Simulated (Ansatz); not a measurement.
NiMoIrPdW:

```xyz
5
Lattice="-1.3700 1.3700 9.7165 1.3700 -1.3700 9.7165 1.3700 1.3700 -9.7165" Properties=species:S:1:pos:R:3 pbc="T T T"
Ni    0.0000    0.0000    3.8598
Mo    0.0000    0.0000   11.8389
Pd    0.0000    0.0000   15.4123
Ir    0.0000    0.0000    7.7623
W     0.0000    0.0000   19.3484
```

The cell was built by a generator and needn't be a form met in nature.

* Program: Ansatz 0.2.0
* Task: relaxation of cell and atoms
* Functional: RPBE
* Potentials or basis: Ansatz PAW
* Cutoff: 420 eV (not typed: the program's choice for these potentials)
* k mesh: 10 × 10 × 10
* Occupations: fermi-dirac, width 0.05 eV
* Spin: collinear spin, ferromagnetic start
* Starting moments: [1.0, 1.0, 0.0, 0.6, 0.0] μB

At the start: volume 14.59 Å³/atom.

Task: How do energy, volume and symmetry change on relaxing?

Result: It ends after 6 steps and the volume is 14.85 Å³/atom (+1.8 %); space group I4mm (No. 107, to 0.05 Å); moment 0.00 μB per cell.

Step by step:
```tsv
step	energy change (eV)	largest force (eV/Å)	volume (Å³)
1	0.0000	0.0775	72.95
2	-0.0164	0.0732	74.25
3	-0.0168	0.0418	74.26
4	-0.0170	0.0044	74.27
5	-0.0170	0.0035	74.27
6	-0.0176	0.0036	74.27
```

Final structure:
```
Ni Mo Pd Ir W
1.0
    -1.37516    1.37516    9.81809
     1.37516   -1.37516    9.81809
     1.37516    1.37516   -9.81809
Ni Mo Pd Ir W
1 1 1 1 1
Direct
  0.19813 0.19813 0.00000
  0.60861 0.60861 0.00000
  0.79371 0.79371 0.00000
  0.39996 0.39996 0.00000
  0.99561 0.99561 0.00000
```

Caveat: the plane-wave basis is chosen anew once the cell has moved, so the energies of steps on either side of that aren't comparable; the PAW data sets come from PBE, with cores solved anew for the run's functional, which leaves a small shift of forces and pressure; the starting moments weren't kept.
